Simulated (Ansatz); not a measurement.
Run this with the Python package of Ansatz (0.2.0) and show what comes out.

The script reads `POSCAR`:
```text
MnBe3
1.0
   3.25174453    0.00000000    0.00000000
   0.00000000    3.25174453    0.00000000
   0.00000000    0.00000000    3.25174453
Be Mn
3 1
Direct
   0.00000000    0.50000000    0.50000000
   0.50000000    0.00000000    0.50000000
   0.50000000    0.50000000    0.00000000
   0.00000000    0.00000000    0.00000000
```

The script, `mnbe3.py`:
```python
"""Editing single keys of the input for MnBe3."""

import warnings

import ansatz as az
from ase.io import read

warnings.simplefilter("ignore", az.DeckWarning)

atoms = read("POSCAR", format="vasp")
xtal = az.Crystal.from_ase(atoms).moments(Mn=4)

model = xtal.calculation()
model = model.spin("collinear")
model = model.occupations("Fermi-Dirac", width=0.1)
model = model.kpoints(7, 7, 7).functional("lda")
model = model.band_table()
typed = model.input()
rows = []
for value in [1, 2, 3]:
    edited = typed.set(az.key.basis.xc_grid, value)
    report = az.Session.from_dict(edited).plan().execute().report
    rows.append((value, report["free_energy_ev"], report["n_iterations"], len(report["eigenvalues_ev"][0]) if "eigenvalues_ev" in report else 0))
print("       xc grid            F eV      iterations    bands listed")
for row in rows:
    print(f"{str(row[0]):>14s}  {row[1]:14.5f}  {row[2]:14d}  {row[3]:14d}")
print(edited.to_yaml())
```

```console
$ python mnbe3.py
       xc grid            F eV      iterations    bands listed
             1     -4106.64125              12              17
             2     -4106.64126              12              17
             3     -4106.64126              12              17
crystal:
  lattice:
    - [3.25174453, 0.0, 0.0]
    - [0.0, 3.25174453, 0.0]
    - [0.0, 0.0, 3.25174453]
  atoms:
    - { symbol: Be, position: [0.0, 0.5, 0.5] }
    - { symbol: Be, position: [0.5, 0.0, 0.5] }
    - { symbol: Be, position: [0.5, 0.5, 0.0] }
    - { symbol: Mn, position: [0.0, 0.0, 0.0] }
kpoints:
  mp_grid:
    grid: [7, 7, 7]
hamiltonian:
  xc: lda
magnetization:
  spin_polarized: true
  per_species:
    Mn: 4.0
scf:
  occupations:
    method: fermi_dirac
    width: 0.1
output:
  eigenvalues: true
basis:
  xc_grid: 3
```

Caveats:
- Total energies depend on the potentials; only differences at equal settings carry meaning. A total without «per atom» is that of the cell as typed.
- Other magnetic orders than the one started from may lie lower.
- For a metal this k-point mesh is coarse: on a finer one energies can move by several to tens of meV an atom and pressures by half a GPa or more, differences at one mesh by less.
- This cell is a computed structure, which may not be the phase found in nature.
- The whole script took 3.4 s on 1 thread of AMD EPYC 9R45 96-Core Processor (Zen 5) (shared host), peak memory 0.46 GiB.
